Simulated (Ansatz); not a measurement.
**AsHF₂ (triplet): B2PLYP, RPA-PBE over vertical spin and charge gaps, cc-pVDZ**

Aim: run AsHF₂ (triplet) with these functionals over vertical spin and charge gaps, and hold them against the top wave-function level at the same points.

Method: cc-pVDZ, all electrons in the functionals, frozen cores in the correlation of double hybrids and RPA; program: Ansatz 0.2.0, Gaussian basis.

To be run: B2PLYP, RPA-PBE, at charge 0, triplet; charge 0, singlet; charge 0, quintet; charge 1, doublet; charge 1, quartet.

14 further runs of the same task are left out: 8 for a known fault of the program, 6 set aside as unsound or not needed. Runs told in other sessions of the task aren't counted.

## Step 1: The geometry

The geometry is a PBE0/def2-TZVP stationary point (not a proven minimum). No spin-orbit coupling is included. The filled d shell of As may be among the frozen orbitals whatever the setting's name suggests.

4 atoms, charge 0, spin multiplicity 3.

Atoms are counted from 1 here; the program's logs count them from 0.

Bond lengths: As1–F2 1.793 Å, As1–F3 1.793 Å, As1–H4 1.510 Å. Angles: F2–As1–F3 161.7°, F2–As1–H4 99.2°, F3–As1–H4 99.2°.

No dispersion term is added.

The geometry shown and the zero of energy belong to the point charge 0, triplet. The yardstick, RCCSDT(Q), and other wave-function levels (R restricted, U unrestricted, valence and pair active spaces) come from earlier runs.

## Step 2: B2PLYP, charge 0, triplet

in.yaml reads:

```yaml
crystal:
  periodic: [false, false, false]
  atoms:
    - {symbol: As, position_ang: [0.000000, -0.081970, 0.000000]}
    - {symbol: F, position_ang: [0.000000, 0.203857, -1.769710]}
    - {symbol: F, position_ang: [0.000000, 0.203857, 1.769710]}
    - {symbol: H, position_ang: [0.000000, -1.591993, 0.000000]}
basis:
  gaussian: {orbitals: cc-pVDZ}
magnetization: {spin_polarized: true, initial_magnetization: 2}
hamiltonian: {xc: {name: B2PLYP}}
correlation: {electrons: outside_noble_gas}
```

Run with:

```bash
> ansatz run in.yaml --threads 1 --pin off --events-out ev --progress --plain --max-ram 4096MiB --backend cpu
```

Standard output:

```text
Functional definition: B2PLYP
  name "B2PLYP"
  cite "Grimme, J. Chem. Phys. 124, 034108 (2006) doi:10.1063/1.2148954"
  cite "Becke, Phys. Rev. A 38, 3098 (1988) doi:10.1103/PhysRevA.38.3098"
  cite "Lee, Yang & Parr, Phys. Rev. B 37, 785 (1988) doi:10.1103/PhysRevB.37.785"
  parameter a = 0.53
  parameter c = 0.27
  exchange = (1 - a)*b88_x + a*exact_x
  correlation = (1 - c)*lyp_c + c*(mp2_os + mp2_ss)
630 factors; integrals over basis functions are off by at most 1.3e-3 eV
mean field evaluation 1: about -66266.4238 eV, gradient 2.6e1 eV
mean field evaluation 2: about -66266.4328 eV, gradient 2.6e1 eV
mean field evaluation 4: about -66268.8946 eV, gradient 1.2e0 eV
mean field evaluation 8: about -66268.9200 eV, gradient 9.5e-2 eV
mean field evaluation 16: about -66268.9202 eV, gradient 3.0e-4 eV
mean field -66268.92021887 eV, -2435.3378993559 hartree, gradient 2.0e-6 eV, S^2 2.010739; 0 other end points of the search recorded, 0 dependent functions left out
16 core orbitals not correlated: weight in the atoms' cores, before any rotation towards them, 0.997 or more for the frozen orbitals, at most 0.002 for the correlated occupied ones
reference -66268.92031825 eV, -2435.3379030080 hartree; 11, 9 occupied and 33, 35 virtual orbitals, 630 factors
second order -15.64559835 eV of doubles, -0.00000000 eV of singles
Total energy: -66273.14462980 eV, -2435.4931435943 hartree
```

It took 2.3 s on 1 thread of AMD EPYC 7R13, shared host.

From the report: ⟨S²⟩ of the determinant 2.011 (pure triplet: 2.00).

## Step 3: B2PLYP, charge 0, singlet

Edit in.yaml of step 2 so:

```diff
@@ -9,3 +9,3 @@
   gaussian: {orbitals: cc-pVDZ}
-magnetization: {spin_polarized: true, initial_magnetization: 2}
+magnetization: {spin_polarized: true, initial_magnetization: 0}
 hamiltonian: {xc: {name: B2PLYP}}
```

Same command.

Standard output, cut to the lines that bear on the results:

```text
Functional definition: B2PLYP
  name "B2PLYP"
  cite "Grimme, J. Chem. Phys. 124, 034108 (2006) doi:10.1063/1.2148954"
  cite "Becke, Phys. Rev. A 38, 3098 (1988) doi:10.1103/PhysRevA.38.3098"
  cite "Lee, Yang & Parr, Phys. Rev. B 37, 785 (1988) doi:10.1103/PhysRevB.37.785"
[...]
630 factors; integrals over basis functions are off by at most 1.3e-3 eV
[...]
mean field -66268.96459294 eV, -2435.3395300730 hartree, gradient 2.1e-6 eV, S^2 0.673059; 5 other end points of the search recorded, 0 dependent functions left out
16 core orbitals not correlated: weight in the atoms' cores, before any rotation towards them, 0.998 or more for the frozen orbitals, at most 0.002 for the correlated occupied ones
reference -66268.96469636 eV, -2435.3395338737 hartree; 10, 10 occupied and 34, 34 virtual orbitals, 630 factors
second order -16.18403495 eV of doubles, -0.00000000 eV of singles
Total energy: -66273.33438580 eV, -2435.5001169985 hartree
```

It took 6 s on 1 thread of AMD EPYC 7R13, shared host.

From the report: ⟨S²⟩ of the determinant 0.673 (pure singlet: 0.00). The determinant of B2PLYP (⟨S²⟩ 0.67) is far from a pure spin state, so its energy mixes those of several spin states; that is harmless only where they are near-degenerate.

From charge 0, triplet: -0.190 eV.

## Step 4: B2PLYP, charge 0, quintet

Edit in.yaml of step 3 so:

```diff
@@ -9,3 +9,3 @@
   gaussian: {orbitals: cc-pVDZ}
-magnetization: {spin_polarized: true, initial_magnetization: 0}
+magnetization: {spin_polarized: true, initial_magnetization: 4}
 hamiltonian: {xc: {name: B2PLYP}}
```

The command is unchanged.

Standard output, cut to the lines that bear on the results:

```text
Functional definition: B2PLYP
  name "B2PLYP"
  cite "Grimme, J. Chem. Phys. 124, 034108 (2006) doi:10.1063/1.2148954"
  cite "Becke, Phys. Rev. A 38, 3098 (1988) doi:10.1103/PhysRevA.38.3098"
  cite "Lee, Yang & Parr, Phys. Rev. B 37, 785 (1988) doi:10.1103/PhysRevB.37.785"
[...]
630 factors; integrals over basis functions are off by at most 1.3e-3 eV
[...]
mean field -66260.09307283 eV, -2435.0135077224 hartree, gradient 6.8e-6 eV, S^2 6.026765; 6 other end points of the search recorded, 0 dependent functions left out
16 core orbitals not correlated: weight in the atoms' cores, before any rotation towards them, 0.997 or more for the frozen orbitals, at most 0.003 for the correlated occupied ones
reference -66260.09317761 eV, -2435.0135115730 hartree; 12, 8 occupied and 32, 36 virtual orbitals, 630 factors
second order -15.38744627 eV of doubles, -0.00000000 eV of singles
Total energy: -66264.24778811 eV, -2435.1661906925 hartree
```

Run time: 8 s. Hardware: 1 thread of AMD EPYC 7R13, shared host.

From the report: ⟨S²⟩ of the determinant 6.027 (pure quintet: 6.00).

From charge 0, triplet: +8.897 eV.

## Step 5: B2PLYP, charge 1, doublet

Edit in.yaml of step 4 so:

```diff
@@ -9,3 +9,4 @@
   gaussian: {orbitals: cc-pVDZ}
-magnetization: {spin_polarized: true, initial_magnetization: 4}
+total_charge: 1
+magnetization: {spin_polarized: true, initial_magnetization: 1}
 hamiltonian: {xc: {name: B2PLYP}}
```

Launched as before.

Standard output, cut to the lines that bear on the results:

```text
Functional definition: B2PLYP
  name "B2PLYP"
  cite "Grimme, J. Chem. Phys. 124, 034108 (2006) doi:10.1063/1.2148954"
  cite "Becke, Phys. Rev. A 38, 3098 (1988) doi:10.1103/PhysRevA.38.3098"
  cite "Lee, Yang & Parr, Phys. Rev. B 37, 785 (1988) doi:10.1103/PhysRevB.37.785"
[...]
630 factors; integrals over basis functions are off by at most 1.3e-3 eV
[...]
mean field -66259.26259670 eV, -2434.9829882874 hartree, gradient 1.8e-6 eV, S^2 0.765840; 4 other end points of the search recorded, 0 dependent functions left out
16 core orbitals not correlated: weight in the atoms' cores, before any rotation towards them, 0.999 or more for the frozen orbitals, at most 0.002 for the correlated occupied ones
reference -66259.26269137 eV, -2434.9829917666 hartree; 10, 9 occupied and 34, 35 virtual orbitals, 630 factors
second order -16.72529740 eV of doubles, -0.00000000 eV of singles
Total energy: -66263.77852167 eV, -2435.1489454691 hartree
```

Wall time 4.9 s (1 thread of AMD EPYC 7R13, shared host).

From the report: ⟨S²⟩ of the determinant 0.766 (pure doublet: 0.75).

From charge 0, triplet: +9.366 eV.

## Step 6: B2PLYP, charge 1, quartet

Edit in.yaml of step 5 so:

```diff
@@ -10,3 +10,3 @@
 total_charge: 1
-magnetization: {spin_polarized: true, initial_magnetization: 1}
+magnetization: {spin_polarized: true, initial_magnetization: 3}
 hamiltonian: {xc: {name: B2PLYP}}
```

Launched as before.

Standard output, cut to the lines that bear on the results:

```text
Functional definition: B2PLYP
  name "B2PLYP"
  cite "Grimme, J. Chem. Phys. 124, 034108 (2006) doi:10.1063/1.2148954"
  cite "Becke, Phys. Rev. A 38, 3098 (1988) doi:10.1103/PhysRevA.38.3098"
  cite "Lee, Yang & Parr, Phys. Rev. B 37, 785 (1988) doi:10.1103/PhysRevB.37.785"
[...]
630 factors; integrals over basis functions are off by at most 1.3e-3 eV
[...]
mean field -66255.53355121 eV, -2434.8459483934 hartree, gradient 1.8e-6 eV, S^2 3.782904; 8 other end points of the search recorded, 0 dependent functions left out
16 core orbitals not correlated: weight in the atoms' cores, before any rotation towards them, 0.996 or more for the frozen orbitals, at most 0.003 for the correlated occupied ones
reference -66255.53365060 eV, -2434.8459520460 hartree; 11, 8 occupied and 33, 36 virtual orbitals, 630 factors
second order -14.96456630 eV of doubles, -0.00000000 eV of singles
Total energy: -66259.57408351 eV, -2434.9944352165 hartree
```

Wall time 13 s (1 thread of AMD EPYC 7R13, shared host).

From the report: ⟨S²⟩ of the determinant 3.783 (pure quartet: 3.75).

From charge 0, triplet: +13.571 eV.

## Step 7: RPA-PBE, charge 0, triplet

Edit in.yaml of step 6 so:

```diff
@@ -9,5 +9,4 @@
   gaussian: {orbitals: cc-pVDZ}
-total_charge: 1
-magnetization: {spin_polarized: true, initial_magnetization: 3}
-hamiltonian: {xc: {name: B2PLYP}}
-correlation: {electrons: outside_noble_gas}
+magnetization: {spin_polarized: true, initial_magnetization: 2}
+hamiltonian: {xc: {name: PBE}}
+correlation: {method: rpa, electrons: outside_noble_gas}
```

Same command.

Standard output, cut to the lines that bear on the results:

```text
Functional definition: PBE
  name "PBE"
  cite "Perdew, Burke & Ernzerhof, Phys. Rev. Lett. 77, 3865 (1996) doi:10.1103/PhysRevLett.77.3865"
  parent pbe
[...]
630 factors; integrals over basis functions are off by at most 1.3e-3 eV
[...]
mean field -66274.43498821 eV, -2435.5405633913 hartree, gradient 1.4e-6 eV, S^2 2.001909; 0 other end points of the search recorded, 0 dependent functions left out
16 core orbitals not correlated: weight in the atoms' cores, before any rotation towards them, 0.996 or more for the frozen orbitals, at most 0.003 for the correlated occupied ones
reference -66219.16051284 eV, -2433.5092638879 hartree; 11, 9 occupied and 33, 35 virtual orbitals, 630 factors
Total energy: -66239.16413598 eV, -2434.2443834792 hartree
```

Run time: 1.9 s. Hardware: 1 thread of AMD EPYC 7R13, shared host.

From the report: ⟨S²⟩ of the determinant 2.002 (pure triplet: 2.00).

## Step 8: RPA-PBE, charge 0, singlet

Edit in.yaml of step 7 so:

```diff
@@ -9,3 +9,3 @@
   gaussian: {orbitals: cc-pVDZ}
-magnetization: {spin_polarized: true, initial_magnetization: 2}
+magnetization: {spin_polarized: true, initial_magnetization: 0}
 hamiltonian: {xc: {name: PBE}}
```

Launched as before.

Standard output, cut to the lines that bear on the results:

```text
Functional definition: PBE
  name "PBE"
  cite "Perdew, Burke & Ernzerhof, Phys. Rev. Lett. 77, 3865 (1996) doi:10.1103/PhysRevLett.77.3865"
  parent pbe
[...]
630 factors; integrals over basis functions are off by at most 1.3e-3 eV
[...]
mean field -66274.75312424 eV, -2435.5522546746 hartree, gradient 1.9e-6 eV, S^2 0.380848; 12 other end points of the search recorded, 0 dependent functions left out
16 core orbitals not correlated: weight in the atoms' cores, before any rotation towards them, 0.997 or more for the frozen orbitals, at most 0.002 for the correlated occupied ones
reference -66218.59762420 eV, -2433.4885781119 hartree; 10, 10 occupied and 34, 34 virtual orbitals, 630 factors
Total energy: -66239.38181736 eV, -2434.2523831223 hartree
```

It took 9 s on 1 thread of AMD EPYC 7R13, shared host.

From the report: ⟨S²⟩ of the determinant 0.381 (pure singlet: 0.00).

From charge 0, triplet: -0.218 eV.

## Step 9: RPA-PBE, charge 0, quintet

Edit in.yaml of step 8 so:

```diff
@@ -9,3 +9,3 @@
   gaussian: {orbitals: cc-pVDZ}
-magnetization: {spin_polarized: true, initial_magnetization: 0}
+magnetization: {spin_polarized: true, initial_magnetization: 4}
 hamiltonian: {xc: {name: PBE}}
```

The command is unchanged.

Standard output, cut to the lines that bear on the results:

```text
Functional definition: PBE
  name "PBE"
  cite "Perdew, Burke & Ernzerhof, Phys. Rev. Lett. 77, 3865 (1996) doi:10.1103/PhysRevLett.77.3865"
  parent pbe
[...]
630 factors; integrals over basis functions are off by at most 1.3e-3 eV
[...]
mean field -66266.01349886 eV, -2435.2310793659 hartree, gradient 2.2e-6 eV, S^2 6.003292; 15 other end points of the search recorded, 0 dependent functions left out
16 core orbitals not correlated: weight in the atoms' cores, before any rotation towards them, 0.995 or more for the frozen orbitals, at most 0.004 for the correlated occupied ones
reference -66210.19643975 eV, -2433.1798402777 hartree; 12, 8 occupied and 32, 36 virtual orbitals, 630 factors
Total energy: -66230.63836520 eV, -2433.9310671819 hartree
```

Wall time 12 s (1 thread of AMD EPYC 7R13, shared host).

From the report: ⟨S²⟩ of the determinant 6.003 (pure quintet: 6.00).

From charge 0, triplet: +8.526 eV.

## Step 10: RPA-PBE, charge 1, doublet

Edit in.yaml of step 9 so:

```diff
@@ -9,3 +9,4 @@
   gaussian: {orbitals: cc-pVDZ}
-magnetization: {spin_polarized: true, initial_magnetization: 4}
+total_charge: 1
+magnetization: {spin_polarized: true, initial_magnetization: 1}
 hamiltonian: {xc: {name: PBE}}
```

The command is unchanged.

Standard output, cut to the lines that bear on the results:

```text
Functional definition: PBE
  name "PBE"
  cite "Perdew, Burke & Ernzerhof, Phys. Rev. Lett. 77, 3865 (1996) doi:10.1103/PhysRevLett.77.3865"
  parent pbe
[...]
630 factors; integrals over basis functions are off by at most 1.3e-3 eV
[...]
mean field -66265.32270517 eV, -2435.2056931662 hartree, gradient 3.4e-6 eV, S^2 0.752556; 3 other end points of the search recorded, 0 dependent functions left out
16 core orbitals not correlated: weight in the atoms' cores, before any rotation towards them, 0.998 or more for the frozen orbitals, at most 0.002 for the correlated occupied ones
reference -66208.92756824 eV, -2433.1332101100 hartree; 10, 9 occupied and 34, 35 virtual orbitals, 630 factors
Total energy: -66229.99964172 eV, -2433.9075945271 hartree
```

It took 3.9 s on 1 thread of AMD EPYC 7R13, shared host.

From the report: ⟨S²⟩ of the determinant 0.753 (pure doublet: 0.75).

From charge 0, triplet: +9.164 eV.

## Step 11: RPA-PBE, charge 1, quartet

Edit in.yaml of step 10 so:

```diff
@@ -10,3 +10,3 @@
 total_charge: 1
-magnetization: {spin_polarized: true, initial_magnetization: 1}
+magnetization: {spin_polarized: true, initial_magnetization: 3}
 hamiltonian: {xc: {name: PBE}}
```

Launched as before.

Standard output, cut to the lines that bear on the results:

```text
Functional definition: PBE
  name "PBE"
  cite "Perdew, Burke & Ernzerhof, Phys. Rev. Lett. 77, 3865 (1996) doi:10.1103/PhysRevLett.77.3865"
  parent pbe
[...]
630 factors; integrals over basis functions are off by at most 1.3e-3 eV
[...]
mean field -66261.63689005 eV, -2435.0702419588 hartree, gradient 1.1e-6 eV, S^2 3.754348; 15 other end points of the search recorded, 0 dependent functions left out
16 core orbitals not correlated: weight in the atoms' cores, before any rotation towards them, 0.996 or more for the frozen orbitals, at most 0.003 for the correlated occupied ones
reference -66205.33561620 eV, -2433.0012083071 hartree; 11, 8 occupied and 33, 36 virtual orbitals, 630 factors
Total energy: -66226.59835180 eV, -2433.7825994281 hartree
```

Run time: 11 s. Hardware: 1 thread of AMD EPYC 7R13, shared host.

From the report: ⟨S²⟩ of the determinant 3.754 (pure quartet: 3.75).

From charge 0, triplet: +12.566 eV.

## Step 12: The comparison

The yardstick is RCCSDT(Q), where the cluster series has nearly closed. It comes from earlier runs at the same points. Energies in eV, counted from charge 0, triplet; blanks weren't run or aren't comparable.

```csv
level,triplet to singlet,triplet to quintet,ionisation to the doublet cation,ionisation to the quartet cation
RCCSDT(Q),-0.131,,,
B2PLYP,-0.190,8.897,9.366,13.571
RPA-PBE,-0.218,8.526,9.164,12.566
```

Largest miss and mean time a point (RCCSDT(Q) took 48 s a point; shared hosts):

| level | largest miss (eV) | where | time a point |
| --- | --- | --- | --- |
| B2PLYP | -0.058 | triplet to singlet | 6.8 s |
| RPA-PBE | -0.086 | triplet to singlet | 7.5 s |

## Step 13: Results

| quantity | value |
| --- | --- |
| triplet to singlet, RCCSDT(Q) | -0.131 eV |
| largest miss, B2PLYP | -0.058 eV (triplet to singlet) |
| largest miss, RPA-PBE | -0.086 eV (triplet to singlet) |

Misses are known at 1 of 4 points at best, and only functionals with that many are ranked. Of the functionals, B2PLYP keep the smallest largest miss at the points compared (at most 0.058 eV) and RPA-PBE strays most (0.086 eV, at triplet to singlet). B2PLYP, RPA-PBE clearly break the spin symmetry at some points (⟨S²⟩ up to 0.67 above the pure value), so energy there is bought with a mixed spin. Functionals and the yardstick converge differently with the basis, so part of each miss in cc-pVDZ is the basis. The program flags that the yardstick's amplitudes may have other solutions at some points.
